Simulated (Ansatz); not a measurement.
Consider an all-electron equation of state of TiNb, space group Cmmm (the Python package of Ansatz (0.2.0)).

The script, `eos_lapw.py`:
```python
# -*- coding: utf-8 -*-
"""E(V) of TiNb on LAPW."""

import ansatz as az
from ase.eos import EquationOfState
from ase.units import GPa
import numpy as np

config = {
    "occupations": "Gaussian",
    "smearing_width": 0.1,
    "tolerance": 1e-07,
    "functional": "PBEsol",
    "kgrid": (9, 9, 5),
}

VECTORS = np.array([
    [1.641004, -2.318045, 0.0],
    [1.641004, 2.318045, 0.0],
    [0.0, 0.0, 4.645946],
])
SITES = [
    ("Ti", (0.5, 0.5, 0.5)),
    ("Nb", (0.0, 0.0, 0.0)),
]


def on_lattice(cell):
    crystal = az.Crystal(lattice=az.Lattice.of(cell))
    for symbol, position in SITES:
        crystal = crystal.atom(symbol, position)
    return crystal

volumes, energies = [], []
for scale in np.linspace(0.92, 1.08, 5):
    cell = VECTORS * scale ** (1 / 3)
    base = (
        on_lattice(cell).calculation()
        .occupations(config["occupations"], width=config["smearing_width"])
        .scf(tolerance=config["tolerance"])
        .functional(config["functional"])
        .kpoints(*config["kgrid"])
        .pseudopotentials("all_electron", lapw=True, basis_error=0.002)
    )
    summary = base.run(threads=1).report
    volumes.append(abs(np.linalg.det(cell)) / len(SITES))
    energies.append(summary["free_energy_ev"] / len(SITES))
    print(f"{scale:.3f} {volumes[-1]:9.4f} A^3/atom {energies[-1]:16.5f} eV/atom  (estimated basis error {1000 * summary['lapw_basis_errors']['total_ev_per_atom']:.2f} meV/atom)")
v0, e0, bulk = EquationOfState(volumes, energies, eos="birchmurnaghan").fit()
print(f"V0 = {v0:.4f} A^3/atom, B0 = {bulk / GPa:.1f} GPa")
```

Where does the minimum lie against the volume typed, and how stiff is the crystal?

A third-order Birch-Murnaghan fit through the 5 points has its minimum at 16.90 Å³ an atom, 4.4 % below the typed cell, with a bulk modulus of 148 GPa and dB/dP = 3.6. From that minimum the energy rises by 11.9 meV an atom on the compressed side and 108.3 meV on the expanded side. The window is off centre, so dB/dP is rough.

The run itself:

```console
$ python eos_lapw.py
0.920   16.2590 A^3/atom     -63548.20568 eV/atom  (estimated basis error 0.36 meV/atom)
0.960   16.9659 A^3/atom     -63548.21746 eV/atom  (estimated basis error 0.36 meV/atom)
1.000   17.6728 A^3/atom     -63548.20234 eV/atom  (estimated basis error 0.36 meV/atom)
1.040   18.3797 A^3/atom     -63548.16497 eV/atom  (estimated basis error 0.34 meV/atom)
1.080   19.0866 A^3/atom     -63548.10925 eV/atom  (estimated basis error 0.33 meV/atom)
V0 = 16.8998 A^3/atom, B0 = 148.0 GPa
```

All-electron totals depend on functional, relativistic treatment and basis; only differences at equal settings carry meaning. Shape and fractional positions are held along the curve, so the bulk modulus is an upper value where they are free to relax, by a factor of two or more in layered or hydrogen-bonded cells. The mesh is modest for a metal, so energies can be off by several to tens of meV an atom and pressures by half a GPa or more; differences at equal mesh fare better. This cell is a computed structure, which may not be the phase found in nature. The whole script took 3.1 min on 1 thread of Intel(R) Xeon(R) Processor @ 2.50GHz (Skylake/Cascade Lake), with other jobs on the host, peak memory 0.44 GiB.

(A comment or docstring line of the script was reworded after the run, the code is as it ran; lines on the test bed's own set-up are left out of the output.)
